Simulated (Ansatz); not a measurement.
**CH5AlO3: up Jacob's ladder to CCSD(T)**

Aim: compute CH5AlO3 with functionals from several rungs and with coupled cluster. The yardstick is the atomisation energy at the CCSD(T) limit.

Method: functionals in def2-TZVPP, the program's frozen cores in correlated methods; program: Ansatz 0.2.0, Gaussian basis.

The runs, in order: PBE-D4, r2SCAN-D4, PBE0-D4, B3LYP-D4, ωB97X-V, ωB97M-V, B2PLYP; CCSD(T)/def2-TZVPP; MP2/def2-QZVPP; extrapolation to the limit.

**1. The geometry**

The geometry comes from an earlier relaxation with PBE0-D4 in a triple-zeta def2 set; it is a stationary point, not always the lowest conformer.

10 atoms, charge 0, spin multiplicity 1.

Atoms are counted from 1 here; the program's logs count them from 0.

Bond lengths: O1–Al5 1.694 Å, O1–H6 0.955 Å, C2–O3 1.212 Å, C2–O4 1.345 Å, C2–Al5 2.011 Å, O4–H8 0.973 Å, Al5–H9 1.580 Å, H7–H10 0.762 Å. Angles: Al5–O1–H6 124.3°, O3–C2–O4 120.9°, O3–C2–Al5 121.6°, O4–C2–Al5 117.5°, C2–O4–H8 107.3°, O1–Al5–C2 115.1°, O1–Al5–H9 122.8°, C2–Al5–H9 121.4°.

**2. PBE-D4 (GGA)**

Input file in.yaml:

```yaml
crystal:
  periodic: [false, false, false]
  atoms:
    - {symbol: O, position_ang: [-1.153708, 1.344545, -1.104630]}
    - {symbol: C, position_ang: [0.006353, -1.165906, 0.363550]}
    - {symbol: O, position_ang: [1.041570, -1.697232, 0.024862]}
    - {symbol: O, position_ang: [-1.008148, -1.890521, 0.868283]}
    - {symbol: Al, position_ang: [-0.249727, 0.823882, 0.229717]}
    - {symbol: H, position_ang: [-1.424105, 2.248757, -1.250908]}
    - {symbol: H, position_ang: [1.729720, 0.283329, -0.645696]}
    - {symbol: H, position_ang: [-0.723645, -2.821024, 0.876054]}
    - {symbol: H, position_ang: [0.171621, 1.788433, 1.407434]}
    - {symbol: H, position_ang: [1.693071, 1.034437, -0.765666]}
basis:
  gaussian: {orbitals: def2-TZVPP}
hamiltonian: {xc: pbe, dispersion: d4}
output: {forces: true, orbitals: {seedname: orbitals}}
```

Run with:

```
> ansatz run in.yaml --threads 4 --pin off --events-out ev --progress --plain --max-ram 10444MiB
```

Further steps of the session: r2SCAN-D4 (meta-GGA); PBE0-D4 (hybrid); B3LYP-D4 (hybrid); ωB97X-V (range-separated); ωB97M-V (range-separated); B2PLYP (double hybrid); CCSD(T) in def2-TZVPP; MP2 in def2-QZVPP.

Q: Predict the results of all the runs planned. Wanted: atomisation energy, CCSD(T)/CBS; farthest; mean size of error, hybrid; mean size of error, range-separated; gap, smallest and largest; T1 diagnostic; triples share of the correlation energy.

The runs gave:

| quantity | value |
| --- | --- |
| atomisation energy, CCSD(T)/CBS | 3630.8 kJ/mol |
| functionals within 18.2 kJ/mol (0.5 %) | r2SCAN-D4, ωB97X-V, ωB97M-V |
| farthest | PBE-D4 (+71.0 kJ/mol) |
| mean size of error, hybrid | 41.0 kJ/mol |
| mean size of error, range-separated | 8.7 kJ/mol |
| gap, smallest and largest | 4.36 eV (PBE-D4), 11.40 eV (ωB97X-V) |
| T1 diagnostic | 0.0159 |
| triples share of the correlation energy | 3.8 % |

In words: PBE-D4 is off by +71.0 kJ/mol. Double hybrids carry the basis error of their MP2 part in triple zeta, and no dispersion term here, so their miss is partly the set-up's. Misses under about 18.2 kJ/mol are within the doubt on the reference itself, which lacks core-valence correlation, relativity and higher excitations. Hartree-Fock recovers 67 % of the binding; the rest is correlation. Orbital gaps span 4.4 to 11.4 eV; exact exchange widens them.
